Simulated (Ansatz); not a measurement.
# CH₅NSn + H₂: a complex and its separated parts, part 2 of 2

Ansatz 0.2.0, Gaussian basis.

### 13 CAM-B3LYP-D4/def2-TZVPP

The inputs:

parta/in.yaml

```yaml
crystal:
  periodic: [false, false, false]
  atoms:
    - {symbol: Sn, position_ang: [-1.353124, -1.171294, 0.705627]}
    - {symbol: N, position_ang: [0.123549, -0.298189, -0.095372]}
    - {symbol: C, position_ang: [-0.051449, 0.828435, -0.978972]}
    - {symbol: H, position_ang: [-1.043192, -2.486968, 1.728427]}
    - {symbol: H, position_ang: [-3.012432, -0.778491, 0.517846]}
    - {symbol: H, position_ang: [0.512616, 1.685634, -0.587120]}
    - {symbol: H, position_ang: [-1.079377, 1.173255, -1.165034]}
    - {symbol: H, position_ang: [0.394165, 0.595153, -1.955512]}
basis:
  gaussian: {orbitals: def2-TZVPP}
hamiltonian: {xc: {name: CAM-B3LYP}, dispersion: d4}
```

partb/in.yaml

```yaml
crystal:
  periodic: [false, false, false]
  atoms:
    - {symbol: H, position_ang: [2.423793, 0.100320, 0.797102]}
    - {symbol: H, position_ang: [3.085448, 0.352144, 1.032906]}
basis:
  gaussian: {orbitals: def2-TZVPP}
hamiltonian: {xc: {name: CAM-B3LYP}, dispersion: d4}
```

The same command starts each run, in its folder.

Run with:

```console
$ ansatz run in.yaml --threads 4 --pin off --events-out ev --progress --plain --max-ram 9574MiB
```

parta printed, cut to the lines that bear on the results:

```text
Functional definition: CAM-B3LYP
  name "CAM-B3LYP"
  cite "Yanai, Tew & Handy, Chem. Phys. Lett. 393, 51 (2004) doi:10.1016/j.cplett.2004.06.011"
  cite "Iikura, Tsuneda, Yanai & Hirao, J. Chem. Phys. 115, 3540 (2001) doi:10.1063/1.1383587"
  cite "Becke, Phys. Rev. A 38, 3098 (1988) doi:10.1103/PhysRevA.38.3098"
  cite "Lee, Yang & Parr, Phys. Rev. B 37, 785 (1988) doi:10.1103/PhysRevB.37.785"
[...]
  # Exact exchange under (alpha + beta erf(omega r))/r, Becke's under what is left of 1/r.
[...]
1062 factors; their error is unknown
270 factors; integrals over basis functions are off by at most 1.8e-5 eV
[...]
mean field -8436.53018830 eV, -310.0367659344 hartree, gradient 3.4e-5 eV, S^2 0.000000; 0 other end points of the search recorded, 0 dependent functions left out
reference -8436.53032458 eV, -310.0367709426 hartree; 20, 20 occupied and 162, 162 virtual orbitals, 1062 factors
Total energy: -8436.65238445 eV, -310.0412565603 hartree
```

partb printed, cut to the lines that bear on the results:

```text
[... 6 set-up lines as earlier in the session ...]
[...]
  # Exact exchange under (alpha + beta erf(omega r))/r, Becke's under what is left of 1/r.
[...]
118 factors; their error is unknown
42 factors; integrals over basis functions are off by at most 6.3e-5 eV
[...]
mean field -31.88030334 eV, -1.1715795387 hartree, gradient 6.4e-5 eV, S^2 0.000000; 0 other end points of the search recorded, 0 dependent functions left out
reference -31.88037328 eV, -1.1715821089 hartree; 1, 1 occupied and 27, 27 virtual orbitals, 118 factors
Total energy: -31.88188669 eV, -1.1716377257 hartree
```

They took 1.3 s (parta), 0.1 s (partb) on 4 threads of Arm Neoverse V2, shared host.

### 14 wB97X-V/def2-TZVPP

The same edit goes into each in.yaml of step 13 (parta, partb):

```diff
-hamiltonian: {xc: {name: CAM-B3LYP}, dispersion: d4}
+hamiltonian: {xc: {name: wB97X-V}}
```

Each run has its own folder and the same command.

Run with:

```console
$ ansatz run in.yaml --threads 4 --pin off --events-out ev --progress --plain --max-ram 9574MiB
```

parta printed, cut to the lines that bear on the results:

```text
Functional definition: wB97X-V
  name "wB97X-V"
  cite "Mardirossian & Head-Gordon, Phys. Chem. Chem. Phys. 16, 9904 (2014) doi:10.1039/C3CP54374A"
[... 2 set-up lines as earlier in the session ...]
[...]
      + integral(e_c_pw_opposite_spin*poly(b97_u_opposite, cos0, cos1)) + vv10(b, c)
1062 factors; their error is unknown
261 factors; integrals over basis functions are off by at most 1.0e-5 eV
[...]
mean field -8436.92438129 eV, -310.0512522597 hartree, gradient 5.5e-5 eV, S^2 0.000000; 0 other end points of the search recorded, 0 dependent functions left out
reference -8436.92437896 eV, -310.0512521741 hartree; 20, 20 occupied and 162, 162 virtual orbitals, 1062 factors
Total energy: -8436.92437896 eV, -310.0512521741 hartree
```

Output in partb, cut to the lines that bear on the results:

```text
[... 5 set-up lines as earlier in the session ...]
[...]
      + integral(e_c_pw_opposite_spin*poly(b97_u_opposite, cos0, cos1)) + vv10(b, c)
118 factors; their error is unknown
42 factors; integrals over basis functions are off by at most 3.0e-5 eV
[...]
mean field -31.90859788 eV, -1.1726193435 hartree, gradient 8.8e-5 eV, S^2 0.000000; 0 other end points of the search recorded, 0 dependent functions left out
reference -31.90859688 eV, -1.1726193068 hartree; 1, 1 occupied and 27, 27 virtual orbitals, 118 factors
Total energy: -31.90859688 eV, -1.1726193068 hartree
```

Times: 3.1 s (parta), 0.15 s (partb) on 4 threads of Arm Neoverse V2, shared host.

### 15 wB97M-V/def2-TZVPP

The same edit goes into each in.yaml of step 14 (parta, partb):

```diff
-hamiltonian: {xc: {name: wB97X-V}}
+hamiltonian: {xc: {name: wB97M-V}}
```

Each run has its own folder and the same command.

Run with:

```console
$ ansatz run in.yaml --threads 4 --pin off --events-out ev --progress --plain --max-ram 9574MiB
```

Log of parta, cut to the lines that bear on the results:

```text
Functional definition: wB97M-V
  name "wB97M-V"
  cite "Mardirossian & Head-Gordon, J. Chem. Phys. 144, 214110 (2016) doi:10.1063/1.4952647"
[... 2 set-up lines as earlier in the session ...]
  # Of w^i u^j: cxij and so on, Table III.
[...]
  gx(w, u) = 1 - cx + cx01*u + cx10*w
[...]
      + integral(e_c_pw_mod_opposite_spin*gos(b97_w_opposite, b97_u_opposite)) + vv10(b, c)
1062 factors; their error is unknown
261 factors; integrals over basis functions are off by at most 1.0e-5 eV
[...]
mean field -8435.57761445 eV, -310.0017594912 hartree, gradient 6.4e-5 eV, S^2 0.000000; 0 other end points of the search recorded, 0 dependent functions left out
reference -8435.57767127 eV, -310.0017615791 hartree; 20, 20 occupied and 162, 162 virtual orbitals, 1062 factors
Total energy: -8435.57767127 eV, -310.0017615791 hartree
```

partb printed, cut to the lines that bear on the results:

```text
[... 5 set-up lines as earlier in the session ...]
  # Of w^i u^j: cxij and so on, Table III.
[...]
  gx(w, u) = 1 - cx + cx01*u + cx10*w
[...]
      + integral(e_c_pw_mod_opposite_spin*gos(b97_w_opposite, b97_u_opposite)) + vv10(b, c)
118 factors; their error is unknown
42 factors; integrals over basis functions are off by at most 3.0e-5 eV
[...]
mean field -31.60110972 eV, -1.1613193620 hartree, gradient 7.3e-6 eV, S^2 0.000000; 0 other end points of the search recorded, 0 dependent functions left out
reference -31.60113397 eV, -1.1613202535 hartree; 1, 1 occupied and 27, 27 virtual orbitals, 118 factors
Total energy: -31.60113397 eV, -1.1613202535 hartree
```

Times: 3.5 s (parta), 0.15 s (partb) on 4 threads of Arm Neoverse V2, shared host.

### 16 B2PLYP/def2-TZVPP

The same edit goes into each in.yaml of step 15 (parta, partb):

```diff
-hamiltonian: {xc: {name: wB97M-V}}
+hamiltonian: {xc: {name: B2PLYP}}
```

Each run has its own folder and the same command.

Run with:

```console
$ ansatz run in.yaml --threads 4 --pin off --events-out ev --progress --plain --max-ram 9574MiB
```

Output in parta, cut to the lines that bear on the results:

```text
Functional definition: B2PLYP
  name "B2PLYP"
  cite "Grimme, J. Chem. Phys. 124, 034108 (2006) doi:10.1063/1.2148954"
[... 2 set-up lines as earlier in the session ...]
[...]
1232 factors; integrals over basis functions are off by at most 9.8e-4 eV
[...]
mean field -8423.94467560 eV, -309.5742568736 hartree, gradient 5.3e-6 eV, S^2 0.000000; 1 other end points of the search recorded, 0 dependent functions left out; unrestricted orbitals would lower it
6 core orbitals not correlated: weight in the atoms' cores, before any rotation towards them, 1.000 or more for the frozen orbitals, at most 0.000 for the correlated occupied ones
reference -8423.94485075 eV, -309.5742633100 hartree; 14, 14 occupied and 162, 162 virtual orbitals, 1232 factors
second order -24.60328007 eV of doubles, -0.00000000 eV of singles
Total energy: -8430.58773637 eV, -309.8183848538 hartree
```

partb printed, cut to the lines that bear on the results:

```text
[... 5 set-up lines as earlier in the session ...]
[...]
145 factors; integrals over basis functions are off by at most 7.4e-4 eV
[...]
mean field -31.55848457 eV, -1.1597529167 hartree, gradient 1.1e-6 eV, S^2 0.000000; 0 other end points of the search recorded, 0 dependent functions left out
reference -31.55857398 eV, -1.1597562027 hartree; 1, 1 occupied and 27, 27 virtual orbitals, 145 factors
second order -1.02367082 eV of doubles, -0.00000000 eV of singles
Total energy: -31.83496510 eV, -1.1699133891 hartree
```

Wall times: 2.5 s (parta), 0.1 s (partb) on 4 threads of Arm Neoverse V2, shared host.

### 17 PBE-QIDH/def2-TZVPP

The same edit goes into each in.yaml of step 16 (parta, partb):

```diff
-hamiltonian: {xc: {name: B2PLYP}}
+hamiltonian: {xc: {name: PBE-QIDH}}
```

One command serves all of them, each in its own folder.

Run with:

```console
$ ansatz run in.yaml --threads 4 --pin off --events-out ev --progress --plain --max-ram 9574MiB
```

Log of parta, cut to the lines that bear on the results:

```text
Functional definition: PBE-QIDH
  name "PBE-QIDH"
  cite "Brémond, Sancho-García, Pérez-Jiménez & Adamo, J. Chem. Phys. 141, 031101 (2014) doi:10.1063/1.4890314"
[... 1 set-up line as earlier in the session ...]
[...]
1232 factors; integrals over basis functions are off by at most 9.8e-4 eV
[...]
mean field -8422.08422442 eV, -309.5058865536 hartree, gradient 2.6e-6 eV, S^2 0.000000; 0 other end points of the search recorded, 0 dependent functions left out; unrestricted orbitals would lower it
6 core orbitals not correlated: weight in the atoms' cores, before any rotation towards them, 1.000 or more for the frozen orbitals, at most 0.000 for the correlated occupied ones
reference -8422.08423908 eV, -309.5058870926 hartree; 14, 14 occupied and 162, 162 virtual orbitals, 1232 factors
second order -22.66662986 eV of doubles, -0.00000000 eV of singles
Total energy: -8429.63978237 eV, -309.7835481870 hartree
```

partb printed, cut to the lines that bear on the results:

```text
[... 4 set-up lines as earlier in the session ...]
[...]
145 factors; integrals over basis functions are off by at most 7.4e-4 eV
[...]
mean field -31.52724366 eV, -1.1586048347 hartree, gradient 1.4e-6 eV, S^2 0.000000; 0 other end points of the search recorded, 0 dependent functions left out
reference -31.52725008 eV, -1.1586050706 hartree; 1, 1 occupied and 27, 27 virtual orbitals, 145 factors
second order -0.95921044 eV of doubles, -0.00000000 eV of singles
Total energy: -31.84698690 eV, -1.1703551818 hartree
```

They took 2.3 s (parta), 0.1 s (partb) on 4 threads of Arm Neoverse V2, shared host.

### 18 RPA on PBE/def2-TZVPP

Each input of step 17 (parta, partb) changes in the same lines:

```diff
-hamiltonian: {xc: {name: PBE-QIDH}}
+hamiltonian: {xc: pbe}
+correlation: {method: rpa}
```

The same command starts each run, in its folder.

Run with:

```console
$ ansatz run in.yaml --threads 4 --pin off --events-out ev --progress --plain --max-ram 9574MiB
```

parta printed, cut to the lines that bear on the results:

```text
[... 4 set-up lines as earlier in the session ...]
[...]
1232 factors; integrals over basis functions are off by at most 9.8e-4 eV
[...]
mean field -8435.13828807 eV, -309.9856145444 hartree, gradient 7.5e-6 eV, S^2 0.000000; 0 other end points of the search recorded, 0 dependent functions left out
6 core orbitals not correlated: weight in the atoms' cores, before any rotation towards them, 1.000 or more for the frozen orbitals, at most 0.000 for the correlated occupied ones
reference -8393.32699114 eV, -308.4490777230 hartree; 14, 14 occupied and 162, 162 virtual orbitals, 1232 factors
Total energy: -8424.06712619 eV, -309.5787568495 hartree
```

partb printed, cut to the lines that bear on the results:

```text
[... 4 set-up lines as earlier in the session ...]
[...]
145 factors; integrals over basis functions are off by at most 7.4e-4 eV
[...]
mean field -31.73222115 eV, -1.1661376185 hartree, gradient 1.4e-6 eV, S^2 0.000000; 0 other end points of the search recorded, 0 dependent functions left out
reference -30.80638881 eV, -1.1321139075 hartree; 1, 1 occupied and 27, 27 virtual orbitals, 145 factors
Total energy: -32.86230304 eV, -1.2076673617 hartree
```

They took 2.7 s (parta), 0.1 s (partb) on 4 threads of Arm Neoverse V2, shared host.

### 19 CCSD(T)/def2-TZVPP

Each input of step 18 (parta, partb) changes in the same lines:

```diff
-hamiltonian: {xc: pbe}
-correlation: {method: rpa}
+correlation: {method: ccsd_t}
```

One command serves all of them, each in its own folder.

Run with:

```console
$ ansatz run in.yaml --threads 4 --pin off --events-out ev --progress --plain --max-ram 9574MiB
```

Log of parta, cut to the lines that bear on the results:

```text
Functional definition: HF
  name "HF"
  cite "Fock, Z. Phys. 61, 126 (1930) doi:10.1007/BF01340294"
[... 1 set-up line as earlier in the session ...]
[...]
1232 factors; integrals over basis functions are off by at most 9.8e-4 eV
[...]
mean field -8394.62890600 eV, -308.4969222115 hartree, gradient 2.0e-6 eV, S^2 0.000000; 0 other end points of the search recorded, 0 dependent functions left out; unrestricted orbitals would lower it
[...]
reference -8394.62890600 eV, -308.4969222115 hartree; 14, 14 occupied and 162, 162 virtual orbitals, 1232 factors
second order -19.99222864 eV of doubles, -0.00000000 eV of singles
cycle   1  -19.38953959 eV  change    6.0e-1 eV  update   1.6e-1
[...]
cycle  13  -20.23678370 eV  change   -3.7e-6 eV  update   6.7e-6
perturbative correction -0.88825097 eV, -0.0326426212 hartree
Total energy: -8415.75394066 eV, -309.2732529165 hartree
```

Log of partb, cut to the lines that bear on the results:

```text
[... 4 set-up lines as earlier in the session ...]
[...]
145 factors; integrals over basis functions are off by at most 7.4e-4 eV
[...]
mean field -30.82769364 eV, -1.1328968457 hartree, gradient 4.3e-7 eV, S^2 0.000000; 0 other end points of the search recorded, 0 dependent functions left out
reference -30.82769364 eV, -1.1328968457 hartree; 1, 1 occupied and 27, 27 virtual orbitals, 145 factors
second order -0.86257753 eV of doubles, -0.00000000 eV of singles
cycle   1  -1.00723496 eV  change   -1.4e-1 eV  update   2.6e-2
[...]
cycle   7  -1.07308711 eV  change    5.3e-7 eV  update   4.1e-7
perturbative correction -0.00000000 eV, -0.0000000000 hartree
Total energy: -31.90078075 eV, -1.1723320695 hartree
```

Times: 33 s (parta), 0.1 s (partb) on 4 threads of Arm Neoverse V2, shared host; peak memory 2 GiB.

### 20 Vibrations of CH₅NSn

Contents of vib-parta/in.yaml:

```yaml
crystal:
  periodic: [false, false, false]
  atoms:
    - {symbol: Sn, position_ang: [-1.353124, -1.171294, 0.705627]}
    - {symbol: N, position_ang: [0.123549, -0.298189, -0.095372]}
    - {symbol: C, position_ang: [-0.051449, 0.828435, -0.978972]}
    - {symbol: H, position_ang: [-1.043192, -2.486968, 1.728427]}
    - {symbol: H, position_ang: [-3.012432, -0.778491, 0.517846]}
    - {symbol: H, position_ang: [0.512616, 1.685634, -0.587120]}
    - {symbol: H, position_ang: [-1.079377, 1.173255, -1.165034]}
    - {symbol: H, position_ang: [0.394165, 0.595153, -1.955512]}
basis:
  gaussian: {orbitals: def2-TZVP}
hamiltonian: {xc: pbe0, dispersion: d4}
phonons: {temperatures: {t_min: 298.15, t_max: 900, t_step: 200}}
```

Run with:

```console
$ ansatz run in.yaml --threads 4 --pin off --events-out ev --progress --plain --max-ram 9574MiB
```

Output, cut to the lines that bear on the results:

```text
[... 5 set-up lines as earlier in the session ...]
[...]
1016 factors; their error is unknown
[...]
mean field -8435.34090672 eV, -309.9930606426 hartree, gradient 2.5e-5 eV, S^2 0.000000; 0 other end points of the search recorded, 0 dependent functions left out
[...]
Atom 5 at     0.512616     1.685634    -0.587120 Å, force    -0.001300     0.001268     0.000461 eV/Å
Atom 6 at    -1.079377     1.173255    -1.165034 Å, force    -0.001010     0.000522    -0.000789 eV/Å
Atom 7 at     0.394165     0.595153    -1.955512 Å, force     0.000614     0.000608    -0.000115 eV/Å
Dipole moment:    -0.460895    -0.076194     0.093309 e Å
Vibrations: 160.30 198.37 312.94 363.73 437.47 655.34 658.66 1091.64 1123.43 1144.64 1426.29 1467.51 1481.54 1874.84 1980.86 2965.10 3023.55 3033.75 cm⁻¹, zero-point energy 1.450613 eV
```

Wall time 42 s (4 threads of Arm Neoverse V2, shared host).

The modes, with what each moves most:

| mode | wavenumber (cm⁻¹) | character |
| --- | --- | --- |
| 1 | 160 | torsion |
| 2 | 198 | bend |
| 3 | 313 | torsion with out-of-plane bend |
| 4 | 364 | torsion |
| 5 | 437 | bend |
| 6 | 655 | bend |
| 7 | 659 | Sn–N stretch |
| 8 | 1092 | bend |
| 9 | 1123 | C–N stretch with bend |
| 10 | 1145 | bend with C–N stretch |
| 11 | 1426 | bend |
| 12 | 1468 | bend |
| 13 | 1482 | bend |
| 14 | 1875 | Sn–H stretch |
| 15 | 1981 | Sn–H stretch |
| 16 | 2965 | C–H stretch |
| 17 | 3024 | C–H stretch |
| 18 | 3034 | C–H stretch |

Vibrational sums (real modes only):

| T (K) | entropy (J/mol/K) | heat capacity (J/mol/K) |
| --- | --- | --- |
| 298 | 37.3 | 47.0 |
| 498 | 67.5 | 71.5 |
| 698 | 94.7 | 90.2 |
| 898 | 119.2 | 103.9 |

### 21 Vibrations of H₂

Contents of vib-partb/in.yaml:

```yaml
crystal:
  periodic: [false, false, false]
  atoms:
    - {symbol: H, position_ang: [2.423793, 0.100320, 0.797102]}
    - {symbol: H, position_ang: [3.085448, 0.352144, 1.032906]}
basis:
  gaussian: {orbitals: def2-TZVP}
hamiltonian: {xc: pbe0, dispersion: d4}
phonons: {temperatures: {t_min: 298.15, t_max: 900, t_step: 200}}
```

Run with:

```console
$ ansatz run in.yaml --threads 4 --pin off --events-out ev --progress --plain --max-ram 9574MiB
```

Output, cut to the lines that bear on the results:

```text
[... 5 set-up lines as earlier in the session ...]
[...]
88 factors; their error is unknown
[...]
mean field -31.78865262 eV, -1.1682114368 hartree, gradient 1.8e-5 eV, S^2 0.000000; 0 other end points of the search recorded, 0 dependent functions left out
[...]
reference -31.78854841 eV, -1.1682076071 hartree; 1, 1 occupied and 11, 11 virtual orbitals, 88 factors
Total energy: -31.79027505 eV, -1.1682710600 hartree
Atom 0 at     2.423793     0.100320     0.797102 Å, force     0.002490     0.000948     0.000887 eV/Å
Atom 1 at     3.085448     0.352144     1.032906 Å, force    -0.002490    -0.000948    -0.000887 eV/Å
Dipole moment:    -0.000000    -0.000000    -0.000000 e Å
Vibrations: 4413.98 cm⁻¹, zero-point energy 0.273632 eV
```

Run time: 0.15 s. Hardware: 4 threads of Arm Neoverse V2, shared host.

The modes, with what each moves most:

| mode | wavenumber (cm⁻¹) | character |
| --- | --- | --- |
| 1 | 4414 | H–H stretch |

Vibrational sums (real modes only):

| T (K) | entropy (J/mol/K) | heat capacity (J/mol/K) |
| --- | --- | --- |
| 298 | 0.0 | 0.0 |
| 498 | 0.0 | 0.0 |
| 698 | 0.0 | 0.1 |
| 898 | 0.1 | 0.4 |

### 22 Complex less separated parts

The complex's own energies come from single points at the same levels.

Rows are in def2-TZVPP; times add the 3 runs of a level on a shared host, so small differences are noise.

Differences are taken before rounding.

| method | rung | complex less parts (kcal/mol) | from CCSD(T) (kcal/mol) | time |
| --- | --- | --- | --- | --- |
| SPW92 | LDA | -2.70 | -1.56 | 1.4 s |
| PBE-D4 | GGA | -1.69 | -0.54 | 2.2 s |
| BLYP-D4 | GGA | -1.30 | -0.16 | 2.2 s |
| r2SCAN-D4 | meta-GGA | -1.09 | +0.05 | 4.4 s |
| B97M-V | meta-GGA | -1.39 | -0.25 | 9.7 s |
| PBE0-D4 | hybrid | -1.57 | -0.43 | 2.8 s |
| B3LYP-D4 | hybrid | -1.40 | -0.26 | 2.5 s |
| r2SCAN0-D4 | hybrid | -1.24 | -0.10 | 4.7 s |
| BHLYP-D4 | hybrid | -1.49 | -0.35 | 2.5 s |
| CAM-B3LYP-D4 | range-separated hybrid | -1.55 | -0.41 | 3.1 s |
| wB97X-V | range-separated hybrid | -1.36 | -0.22 | 7.5 s |
| wB97M-V | range-separated hybrid | -1.35 | -0.21 | 8.4 s |
| B2PLYP | double hybrid | -0.90 | +0.24 | 6 s |
| PBE-QIDH | double hybrid | -1.17 | -0.03 | 5.4 s |
| RPA on PBE | RPA | -0.74 | +0.40 | 6.4 s |
| Hartree-Fock | wavefunction | -0.20 | +0.94 |  |
| MP2 | wavefunction | -1.23 | -0.09 |  |
| CCSD | wavefunction | -1.03 | +0.12 |  |
| CCSD(T) | wavefunction | -1.14 | 0 | 99 s |

Among the levels timed on like hardware and quicker than the yardstick, those that no quicker one beats, quickest first: SPW92 (1.4 s, -1.56 kcal/mol); BLYP-D4 (2.2 s, -0.16 kcal/mol); r2SCAN-D4 (4.4 s, +0.05 kcal/mol); PBE-QIDH (5.4 s, -0.03 kcal/mol).

For cost: PBE-QIDH gets within 0.03 kcal/mol in 5.4 s, where CCSD(T) took 99 s; the quickest level in the cost chart, SPW92, takes 1.4 s and misses by 1.56 kcal/mol.

The complex's zero-point energy, from a separate PBE0-D4 run, is 1.788 eV.

### 23 Results

The summary covers parts 1 to 2.

| quantity | value |
| --- | --- |
| complex less parts, CCSD(T)/def2-TZVPP | -1.14 kcal/mol |
| with zero-point energy | +0.33 kcal/mol |
| largest T1 diagnostic | 0.021 |

What this shows: At CCSD(T) the complex lies 1.14 kcal/mol below its parts. Among the functionals PBE-QIDH lands nearest to CCSD(T) (-0.03 kcal/mol) and SPW92 farthest (-1.56 kcal/mol). Mean unsigned error by rung: LDA 1.56, GGA 0.35, meta-GGA 0.15, hybrid 0.29, range-separated hybrid 0.28, double hybrid 0.13 kcal/mol. The double hybrids carry no dispersion term here, unlike the levels marked D4 or V. PBE-D4 gives a relative energy 0.54 kcal/mol too low, an error of 48 % of the reference. No counterpoise was applied, and triple zeta lacks some correlation, so the CCSD(T) reference has a basis error of its own, and close matches with it are partly luck. The restricted Hartree–Fock reference is unstable towards an unrestricted one at one or more of these structures.
